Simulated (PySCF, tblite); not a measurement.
# C7H16NP: infrared bands and NMR shifts

Wanted: the infrared bands and NMR shifts of C7H16NP (`CC/C=P\N(CC)CC`), by calculation.

Programs: tblite 0.8.0 and PySCF 2.14.0, with density-fitted response routines of our own. Each step states its level of theory. These are calculated values for one molecule in the gas phase, unless marked as measured. Atoms are numbered from 0 throughout.

### Step 1. The starting structure

25 atoms, charge 0, multiplicity 1; geometry from: GFN2-xTB.

Bonds of the start (Å): C0–C1 1.53, C1–C2 1.49, C2–P3 1.67, P3–N4 1.74, N4–C5 1.46, C5–C6 1.53, N4–C7 1.46, C7–C8 1.52, C0–H9 1.09, C0–H10 1.09, C0–H11 1.09, C1–H12 1.10, C1–H13 1.09, C2–H14 1.08, C5–H15 1.10, C5–H16 1.09, C6–H17 1.09, C6–H18 1.09, C6–H19 1.09, C7–H20 1.09, C7–H21 1.10, C8–H22 1.09, C8–H23 1.09, C8–H24 1.09.

### Step 2. Infrared spectrum with GFN2-xTB

The job: settings as JSON, then the geometry in Å.

```
{"job": {"kind": "ir", "xc": "GFN2-xTB", "basis": "xTB"}, "charge": 0, "multiplicity": 1}
C      2.818152    -1.252707    -0.395738
C      2.094053    -0.246922     0.500578
C      1.850868     1.049819    -0.191758
P      0.408644     1.749641    -0.671612
N     -0.760022     0.551317    -0.209252
C     -0.937565    -0.551499    -1.144884
C     -1.245001    -1.874017    -0.447486
C     -2.018633     1.090101     0.288983
C     -1.772324     2.042550     1.448249
H      3.016424    -2.172879     0.150039
H      3.766435    -0.843535    -0.739010
H      2.214752    -1.492783    -1.268459
H      2.715359    -0.056685     1.382337
H      1.143286    -0.660856     0.836445
H      2.736203     1.619605    -0.448246
H     -1.742037    -0.327921    -1.861540
H     -0.008583    -0.660359    -1.711318
H     -0.464358    -2.118200     0.267395
H     -2.195161    -1.834359     0.078464
H     -1.298028    -2.666611    -1.189939
H     -2.622155     0.247683     0.638232
H     -2.588559     1.600917    -0.502328
H     -1.221447     2.918669     1.107280
H     -1.184488     1.544713     2.215748
H     -2.716749     2.368462     1.876952
```

**Question.** This job is followed by: GIAO PBE0/pcSseg-1 NMR shielding, non-relativistic, gas phase. Predict these results of the whole session: strongest single infrared mode (GFN2-xTB); zero-point energy (GFN2-xTB); 13C shifts against TMS (PBE0/pcSseg-1, means over atoms taken as alike); 1H shifts against TMS (PBE0/pcSseg-1, means over atoms taken as alike); 31P shifts against H3PO4 (PBE0/pcSseg-1); 15N shifts against NH3 (PBE0/pcSseg-1).

**Answer**, as computed:

| quantity | value |
| --- | --- |
| strongest single infrared mode (GFN2-xTB) | 2858 cm⁻¹, 89 km/mol |
| zero-point energy (GFN2-xTB) | 137.1 kcal/mol |
| 13C shifts against TMS (PBE0/pcSseg-1, means over atoms taken as alike) | 196.5, 50.8, 30.0, 18.2, 18.1 ppm |
| 1H shifts against TMS (PBE0/pcSseg-1, means over atoms taken as alike) | 8.25, 3.04, 2.81, 1.28, 1.12 ppm |
| 31P shifts against H3PO4 (PBE0/pcSseg-1) | 329.0 ppm |
| 15N shifts against NH3 (PBE0/pcSseg-1) | 78.4 ppm |

**Reading.** All 69 modes are real, so the xTB geometry is a minimum. The strongest single mode, at 2858 cm⁻¹, moves mainly H15. GFN2-xTB is a fitted tight-binding method: band positions and strengths are rough. Its intensities can rank the bands wrongly. At PBE0/pcSseg-1: The largest span, 550 ppm, is at P3, where the paramagnetic term is -982 ppm.
